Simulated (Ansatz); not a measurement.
# CH2OSSi: taking an electron away

The task here is to estimate one member of a computed series from the others.

Program: Ansatz 0.2.0, Gaussian basis. Level of theory: unrestricted cation, the program's frozen cores in correlated methods. These are calculated values, not measurements.

Plan: UKS PBE-D4/def2-TZVPP; UKS r2SCAN-D4/def2-TZVPP; UKS PBE0-D4/def2-TZVPP; UKS B3LYP-D4/def2-TZVPP; UKS wB97X-V/def2-TZVPP; UKS wB97M-V/def2-TZVPP; UKS B2PLYP/def2-TZVPP; UHF-CCSD(T)/def2-TZVPP; UHF-MP2/def2-QZVPP; extrapolation to the limit; then −ε(HOMO) from the neutral's earlier runs with LDA (SPW92), PBE-D4, revPBE-D4, BLYP-D4, r2SCAN-D4, B97M-V, PBE0-D4, B3LYP-D4, r2SCANh-D4, r2SCAN0-D4, HSE06-D4, BHLYP-D4, CAM-B3LYP-D4, LC-ωPBE, ωB97X-V, ωB97M-V.

### The relaxed structure

All runs share one geometry, relaxed beforehand with PBE0-D4 in a triple-zeta def2 set.

SMILES `O=C1[SiH2]S1`, 6 atoms, charge 0, spin multiplicity 1.

Atoms are counted from 1 here; the program's logs count them from 0.

Bond lengths: O1–C2 1.180 Å, C2–Si3 1.841 Å, C2–S4 1.856 Å, Si3–S4 2.124 Å, Si3–H5 1.480 Å, Si3–H6 1.480 Å. Angles: O1–C2–Si3 157.8°, O1–C2–S4 132.1°, Si3–C2–S4 70.1°, C2–Si3–S4 55.3°, C2–Si3–H5 120.1°, C2–Si3–H6 120.1°, S4–Si3–H5 118.4°, S4–Si3–H6 118.4°, H5–Si3–H6 113.0°, C2–S4–Si3 54.6°.

Set-up of the first run:

Contents of in.yaml:

```yaml
crystal:
  periodic: [false, false, false]
  atoms:
    - {symbol: O, position_ang: [-0.628804, -2.102767, 0.529195]}
    - {symbol: C, position_ang: [-0.432415, -1.001779, 0.152754]}
    - {symbol: Si, position_ang: [0.432032, 0.616101, -0.009288]}
    - {symbol: S, position_ang: [-1.375690, 0.104866, -1.000201]}
    - {symbol: H, position_ang: [1.671010, 0.718329, -0.812713]}
    - {symbol: H, position_ang: [0.376066, 1.601250, 1.094051]}
basis:
  gaussian: {orbitals: def2-TZVPP}
total_charge: 1
magnetization: {spin_polarized: true, initial_magnetization: 1}
hamiltonian: {xc: pbe, dispersion: d4}
```

Command:

```sh
ansatz run in.yaml --threads 2 --pin off --events-out ev --progress --plain --max-ram 4352MiB
```

Among the steps run: Cation, UKS PBE-D4/def2-TZVPP; Cation, UKS r2SCAN-D4/def2-TZVPP; Cation, UKS PBE0-D4/def2-TZVPP; Cation, UKS B3LYP-D4/def2-TZVPP; Cation, UKS wB97X-V/def2-TZVPP; Cation, UKS wB97M-V/def2-TZVPP; Cation, UKS B2PLYP (frozen core)/def2-TZVPP; Cation, UHF-CCSD(T)/def2-TZVPP; Cation, UHF-MP2/def2-QZVPP.

One table of the session follows, with a row left open; its other results are not shown here.

For comparison, −ε(HOMO) of the neutral from earlier runs:

```
  functional  −ε(HOMO) (eV)
 LDA (SPW92)           6.05
      PBE-D4              ?
   revPBE-D4           5.83
     BLYP-D4           5.74
   r2SCAN-D4           6.12
      B97M-V           6.20
     PBE0-D4           7.10
    B3LYP-D4           6.87
  r2SCANh-D4           6.57
  r2SCAN0-D4           7.26
    HSE06-D4           6.70
    BHLYP-D4           8.20
CAM-B3LYP-D4           8.34
     LC-ωPBE           9.58
     ωB97X-V           9.27
     ωB97M-V           9.15
```

**Question.** Estimate the row for PBE-D4.

**Answer.** −ε(HOMO) (eV): 5.89. In the column «−ε(HOMO) (eV)» it lies between revPBE-D4 (5.83) and LDA (SPW92) (6.05).
